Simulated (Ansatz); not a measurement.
# WS2: the cost of one run

Method: DFT r²SCAN+U (U_eff = 2 eV on W d), plane waves, PAW, no spin–orbit coupling unless a run says so, in Ansatz 0.2.0.

The COD entry's cell or inner coordinates are ideal or old and differ from later refinements, so a difference from it is no clean test against experiment.

### Step 1. The starting structure

Symmetry: P6_3/mmc, No. 194, hexagonal system. Conventional cell: a = 3.180 Å, b = 3.180 Å, c = 12.500 Å, α = 90.00°, β = 90.00°, γ = 120.00°. Around W (site symmetry -6m2) lie 6 S at 2.45 Å. Around S (site symmetry 3m) lie 3 W at 2.45 Å.

Coordinates:

```cif
data_structure
_symmetry_space_group_name_H-M 'P6_3/mmc'
_symmetry_Int_Tables_number 194
_cell_length_a 3.1800
_cell_length_b 3.1800
_cell_length_c 12.5000
_cell_angle_alpha 90.000
_cell_angle_beta 90.000
_cell_angle_gamma 120.000
_cell_volume 109.47
loop_
_atom_site_label
_atom_site_type_symbol
_atom_site_symmetry_multiplicity
_atom_site_Wyckoff_symbol
_atom_site_fract_x
_atom_site_fract_y
_atom_site_fract_z
_atom_site_occupancy
W1 W 2 c 0.33333 0.66667 0.25000 1
S1 S 4 f 0.33333 0.66667 0.62000 1
```

Magnetic order typed: opposed in the cell.

### Step 2. From atoms, symmetry kept, no search

input.yaml reads:

```yaml
crystal:
  lattice:
    - [3.17999949, 0.0, 0.0]
    - [-1.58999974, 2.75396034, 0.0]
    - [0.0, 0.0, 12.49999932]
  atoms:
    - { symbol: W, position: [0.3333333333, 0.6666666667, 0.25], spin: 2.0 }
    - { symbol: W, position: [0.6666666667, 0.3333333333, 0.75], spin: -2.0 }
    - { symbol: S, position: [0.3333333333, 0.6666666667, 0.62] }
    - { symbol: S, position: [0.6666666667, 0.3333333333, 0.12] }
    - { symbol: S, position: [0.3333333333, 0.6666666667, 0.88] }
    - { symbol: S, position: [0.6666666667, 0.3333333333, 0.38] }
basis:
  ecutwfc: 500
  ecutrho_ratio: 4
kpoints:
  mp_grid: { grid: [7, 7, 2] }
hamiltonian:
  xc: r2scan
  hubbard:
    sites: [{ site: 0, l: d, u_eff: 2.0 }, { site: 1, l: d, u_eff: 2.0 }]
scf:
  occupations: { method: gaussian, width: 0.05 }
  lower_state_search: "off"
  max_iter: 150
output:
  forces: true
  stress: true
  eigenvalues: true
  populations: true
  hubbard: { sites: [{ site: 0, l: d }, { site: 1, l: d }] }
magnetization:
  spin_polarized: true
```

Started as:

```console
$ ansatz run input.yaml --threads 8 --pin off --max-ram 12288MiB --backend cpu --events-out ev --progress --plain --runs-dir out
```

**Question.** How long does this run take on 8 threads of Arm Neoverse V1, shared host, and how much memory does it need?

About 12 s, with a peak of 0.77 GiB.
